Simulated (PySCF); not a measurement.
**[MoCl3]+: relaxation and vibrations of the triplet**

Aim: relax [MoCl3]+ as a triplet from a PBE minimum start, check by its vibrations whether the end is a minimum, and collect its spectrum and constants.

Method: PBE, basis Mo def2-SVP with ECP28, Cl def2-SVP, scalar-relativistic core potentials, no spin–orbit coupling, density fitting; program: PySCF 2.14.0.

## (1) The system as given

4 atoms, charge 1, spin multiplicity 3.

Bond lengths: Mo1–Cl2 2.186 Å, Mo1–Cl3 2.199 Å, Mo1–Cl4 2.199 Å. Angles: Cl2–Mo1–Cl3 125.4°, Cl2–Mo1–Cl4 125.4°, Cl3–Mo1–Cl4 109.2°.

Z-matrix (Å, degrees; charge 1 multiplicity 3):
```
Mo
Cl 1 2.1859
Cl 1 2.1993 2 125.42
Cl 1 2.1993 2 125.42 3 180.00
```

## (2) Finding the electronic state

The steps below are one call of a driver around PySCF. For each, scf.py gives the equivalent set-up of the SCF; relaxations use the driver's own optimiser. After this first run the driver tries any further starts and a stability analysis.

File scf.py:

```python
from pyscf import gto, scf, dft
mol = gto.M(atom='''
Mo     0.062548    -0.000016     0.000000
Cl     2.248409    -0.000587     0.000000
Cl    -1.211648     1.792622    -0.000000
Cl    -1.212585    -1.791989    -0.000000''',
    basis={'Mo': 'def2-SVP', 'Cl': 'def2-SVP'},
    ecp={'Mo': 'def2-SVP'},
    charge=1, spin=2)
mf = dft.UKS(mol, xc='PBE')
mf.grids.atom_grid = (50, 194)
aux = {'Mo': 'def2-universal-JKFIT', 'Cl': 'def2-universal-JKFIT'}
mf = mf.density_fit(auxbasis=aux)
mf.conv_tol = 1e-08
mf.diis_space = 10
mf.max_cycle = 60
mf.init_guess = 'minao'
mf.verbose = 4
mf.kernel()
```

Command:

```console
OMP_NUM_THREADS=2 python axn.py task.json out
```

The runs that follow: Relaxation: PBE minimum start, triplet; Is it a minimum? Harmonic modes.

Before running it: what results should come out? Wanted: minimum; geometry; wavenumbers; dipole moment; highest occupied, lowest empty level; polar-tensor charge of Mo1; zero-point energy; ⟨S²⟩.

As calculated:

| quantity | value |
| --- | --- |
| minimum | triplet, C2v |
| geometry | Mo–Cl 2.186 Å, Mo–Cl 2.199 Å (×2); Cl–Mo–Cl 109.2°, Cl–Mo–Cl 125.4° (×2) |
| wavenumbers (cm⁻¹) | 47 (b1), 52 (b2), 121 (a1), 405 (a1), 441 (b2), 490 (a1) |
| dipole moment (centre of mass) | 0.70 D |
| highest occupied, lowest empty level (either spin) | -11.77, -11.54 eV |
| polar-tensor charge of Mo1 | +1.83 e |
| zero-point energy | 9.3 kJ/mol |
| entropy at 298.15 K | 362.6 J/(mol K) |
| ⟨S²⟩ | 2.020 |

What this shows: The molecule stays C2v, as typed, and the end point is a minimum. The strongest infrared band lies at 441 cm⁻¹ (b2, stretch). Most of the spin sits on Mo1 (Mulliken spin 2.05, against 2 for the whole molecule). Other starts or spin states, not run here, may lie lower. Open d and f shells are described by one determinant, and the ground state may have another occupation or spin.
